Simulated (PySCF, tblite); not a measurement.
**C3H7OSSi radical: geometry, infrared bands and EPR parameters**

Aim: predict the infrared bands and EPR parameters of C3H7OSSi radical (`[SiH3]S[C@H]1[CH]OC1`).

The runs use tblite 0.8.0 and PySCF 2.14.0, with density-fitted response routines of our own; the level of theory stands in each step. All values are computed, except where a source is named. Atoms are numbered from 0 throughout.

## 1. The molecule as given

13 atoms, charge 0, multiplicity 2; geometry from: force field or distance geometry start.

Bonds of the start (Å): Si0–S1 2.14, S1–C2 1.78, C2–C3 1.52, C3–O4 1.39, O4–C5 1.39, C5–C2 1.50, Si0–H6 1.48, Si0–H7 1.46, Si0–H8 1.46, C2–H9 1.11, C3–H10 1.11, C5–H11 1.10, C5–H12 1.10.

## 2. Geometry optimisation with GFN2-xTB

What the job is given:

```
{"job": {"kind": "relax", "xc": "GFN2-xTB", "basis": "xTB"}, "charge": 0, "multiplicity": 2}
Si     2.218400     0.057400    -0.118600
S      0.611200     0.182200     1.287400
C     -0.994900    -0.044400     0.543400
C     -1.426000     1.125700    -0.330600
O     -1.933500     0.198100    -1.236500
C     -0.925900    -0.667700    -0.823200
H      1.796700     0.763800    -1.351700
H      2.492700    -1.359000    -0.348000
H      3.382000     0.768300     0.407900
H     -1.793500    -0.490500     1.176400
H     -2.255400     1.659600     0.177000
H      0.001100    -0.455400    -1.384600
H     -1.177100    -1.737600    -0.878000
```

Started as:

```
$ OMP_NUM_THREADS=1 python probes_run.py task.json out
```

This one command runs all jobs of the session in turn.

**Question.** This job is followed by: GFN2-xTB harmonic vibrations, gas phase; UKS B3LYP, pcH-1 on C H O S Si, non-relativistic, mean-field spin-orbit, GIAO. Predict these results of the whole session: strongest single infrared mode (GFN2-xTB); zero-point energy (GFN2-xTB); g(iso) (B3LYP); ⟨S²⟩; largest a(iso) (averaged by class); surface potential, 1st and 99th percentile.

The runs gave:

```
                                 quantity                 value
strongest single infrared mode (GFN2-xTB)  773 cm⁻¹, 450 km/mol
             zero-point energy (GFN2-xTB)         54.9 kcal/mol
                           g(iso) (B3LYP)               2.00343
                                     ⟨S²⟩    0.755 (exact 0.75)
       largest a(iso) (averaged by class)  13C on C3, 109.3 MHz
    surface potential, 1st and 99th percentile    -1.17 V and 1.19 V
```

In words: Relaxing lowered the energy by 1.317 eV in 149 steps; the close pair that moved most is S1–C2, from 1.785 to 1.891 Å. All 33 modes are real, so the xTB geometry is a minimum. The strongest single mode, at 773 cm⁻¹, is spread over several atoms, H8, H7, H6 among them. GFN2-xTB is a fitted tight-binding method: band positions and strengths are rough. Its intensities can rank the bands wrongly. C3 carries the largest spin population, 0.79 e. The isotropic g lies 1.1 ppt above the free-electron value.
